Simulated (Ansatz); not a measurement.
Ba2Tl5V3O12, 22 atoms in the cell. The structure is trigonal, space group P-3m1 (No. 164). Conventional cell: a = 8.154 Å, b = 8.154 Å, c = 6.921 Å, α = 90.00°, β = 90.00°, γ = 120.00°. Around Ba (site symmetry 3m) lie 6 O at 2.80 Å. Around V (site symmetry 2/m) lie 4 O at 1.82 Å. Around Tl (site symmetry 2/m) lie 4 O at 2.53 Å. Around Tl (site symmetry 3m) lie 6 O at 2.73 Å and 3 V at 2.82 Å and 3 Tl at 3.03 Å. O (site symmetry 1) has 1 V at 1.82 Å as nearest neighbours. The cell was built by a generator and needn't be a form met in nature.

* Program: Ansatz 0.2.0
* Task: band structure
* Functional: r2SCAN
* Potentials or basis: Ansatz PAW
* Cutoff: 500 eV (not typed: the program's choice for these potentials)
* k mesh: 3 × 3 × 3
* Occupations: fermi-dirac, width 0.05 eV
* Spin: non-collinear spin, ferromagnetic start, spin-orbit coupling
* Path: [["G", "M", "K", "G", "A", "L", "H", "A"], ["L", "M"], ["K", "H"]]
* Points for each segment of the path: 10

Potentials or basis: Ansatz PAW.

The run is started by

```bash
$ ansatz run input.yaml --threads 8 --pin off --max-ram 20480MiB --backend cpu --events-out ev --progress --plain --runs-dir out
```

Hardware: 8 threads of AMD EPYC 7R43 64-Core Processor (Zen 3) (shared host).

**Question.** Estimate the wall time of this run.

**Answer.** Run time: 23 min on 8 threads of AMD EPYC 7R43 64-Core Processor (Zen 3), on a shared host, peak memory 15 GiB. Counts: scf iterations 29, plane waves 10159, k points 7, bands 251.
